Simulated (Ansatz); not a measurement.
**Two attempts at TiHCl3O (SMILES Cl[Ti](Cl)(Cl)O)**

Aim: the energy of TiHCl3O at rPW86x+PBEc/def2-TZVPP (Coulomb fitting set, accuracy low, start density atoms).

Program for the calculation: Ansatz 0.2.0.

5 further runs of the same task are left out: 1 for a known fault of the program, 2 that didn't finish, 2 set aside as unsound or not needed. Runs told in other sessions of the task aren't counted.

## 1. The structure to begin with

TiHCl3O: 6 atoms, total charge 0, spin state singlet. As SMILES, `Cl[Ti](Cl)(Cl)O`. Geometry: relaxed at PBE0-D4/def2-TZVP.

Bond lengths: Cl1–Ti2 2.179 Å, Ti2–Cl3 2.179 Å, Ti2–Cl4 2.180 Å, Ti2–O5 1.745 Å, O5–H6 0.958 Å. Angles: Cl1–Ti2–Cl3 108.5°, Cl1–Ti2–Cl4 110.3°, Cl1–Ti2–O5 109.1°, Cl3–Ti2–Cl4 110.3°, Cl3–Ti2–O5 109.1°, Cl4–Ti2–O5 109.5°, Ti2–O5–H6 146.9°.

## 2. The input as first written

Input file molecule.yaml:

```yaml
crystal:
  periodic: [false, false, false]
  atoms:
    - {symbol: Cl, position_ang: [-1.629250, -0.831330, 1.360800]}
    - {symbol: Ti, position_ang: [-0.080580, -0.347470, -0.093680]}
    - {symbol: Cl, position_ang: [1.757320, -1.362960, 0.488070]}
    - {symbol: Cl, position_ang: [-0.693400, -0.978720, -2.087950]}
    - {symbol: O, position_ang: [0.191890, 1.375840, -0.087440]}
    - {symbol: H, position_ang: [0.454040, 2.144630, 0.420190]}
basis:
  gaussian:
    orbitals: def2-TZVPP
    fitting: {mean_field: def2-universal-jfit.json}
    final_grid: {core_spheres: 1, valence_spheres: 1, degree: 3}
hamiltonian:
  xc:
    text: |
      exchange = rpw86_x
      correlation = pbe_c
accuracy: low
```

Launch:

```bash
$ ansatz run molecule.yaml --threads 1 --pin off --max-ram 3480MiB --events-out events.jsonl --progress --plain --runs-dir runs
```

Standard output:

```text
Warning: RAYON_NUM_THREADS=1 ignored (pool sized by the plan → 1); use --threads N
Functional definition: unnamed
  exchange = rpw86_x
  correlation = pbe_c
302 factors; integrals over basis functions are off by at most 3.3e1 eV
mean field evaluation 1: about -62794.9537 eV, gradient 7.9e1 eV
mean field evaluation 2: about -62708.7096 eV, gradient 1.9e2 eV
mean field evaluation 4: about -62782.9908 eV, gradient 1.3e2 eV
mean field evaluation 8: about -62805.9603 eV, gradient 6.0e-1 eV
mean field evaluation 16: about -63030.3082 eV, gradient 6.8e1 eV
mean field evaluation 32: about -63041.3057 eV, gradient 1.5e-1 eV
mean field evaluation 64: about -63040.9342 eV, gradient 1.1e1 eV
mean field -63041.44810205 eV, -2316.7304867222 hartree, gradient 2.4e-5 eV, S^2 0.000000; 6 other end points of the search recorded, 0 dependent functions left out
reference -63041.44825635 eV, -2316.7304923926 hartree; 41, 41 occupied and 194, 194 virtual orbitals, 302 factors
Total energy: -63041.44825635 eV, -2316.7304923926 hartree
```

It took 12 s on 1 thread of Arm Neoverse V2, shared host; peak memory 0.54 GiB.

## 3. What went wrong

The program ended normally, but the settings are unsound, so its numbers aren't properties of the molecule.

The cause is that the grid is far too coarse. To mend it: integration grid default in place of 1,1,3.

## 4. The mended input

Changes to molecule.yaml since step 2:

```diff
@@ -10,6 +10,3 @@
 basis:
-  gaussian:
-    orbitals: def2-TZVPP
-    fitting: {mean_field: def2-universal-jfit.json}
-    final_grid: {core_spheres: 1, valence_spheres: 1, degree: 3}
+  gaussian: {orbitals: def2-TZVPP, fitting: {mean_field: def2-universal-jfit.json}}
 hamiltonian:
@@ -20 +17,2 @@
 accuracy: low
+output: {orbitals: {seedname: orbitals}}
```

Launch:

```bash
$ ansatz run molecule.yaml --threads 1 --pin off --max-ram 3480MiB --events-out events.jsonl --progress --plain --runs-dir runs
```

Standard output:

```text
Warning: RAYON_NUM_THREADS=1 ignored (pool sized by the plan → 1); use --threads N
[... 3 set-up lines as earlier in the session ...]
302 factors; integrals over basis functions are off by at most 3.3e1 eV
mean field evaluation 1: about -62794.9537 eV, gradient 7.9e1 eV
mean field evaluation 2: about -62708.7096 eV, gradient 1.9e2 eV
mean field evaluation 4: about -62782.9908 eV, gradient 1.3e2 eV
mean field evaluation 8: about -62805.9603 eV, gradient 6.0e-1 eV
mean field evaluation 16: about -62805.9614 eV, gradient 1.4e-4 eV
mean field -62805.96140204 eV, -2308.0765101155 hartree, gradient 5.4e-5 eV, S^2 0.000000; 0 other end points of the search recorded, 0 dependent functions left out
reference -62805.96152000 eV, -2308.0765144501 hartree; 41, 41 occupied and 194, 194 virtual orbitals, 302 factors
Total energy: -62805.96152000 eV, -2308.0765144501 hartree
```

It took 16 s on 1 thread of Arm Neoverse V2, shared host; peak memory 0.33 GiB.

## 5. What came out

At rPW86x+PBEc/def2-TZVPP (Coulomb fitting set, accuracy low, start density atoms):

| quantity | value |
| --- | --- |
| total energy | -2308.07651 Eh |
| HOMO energy | -7.97 eV |
| LUMO energy | -4.18 eV |
| HOMO–LUMO gap | 3.79 eV |

What this shows: The first attempt's energy was -235.487 eV off this one. The accuracy setting is loose, so the last digits carry no meaning.
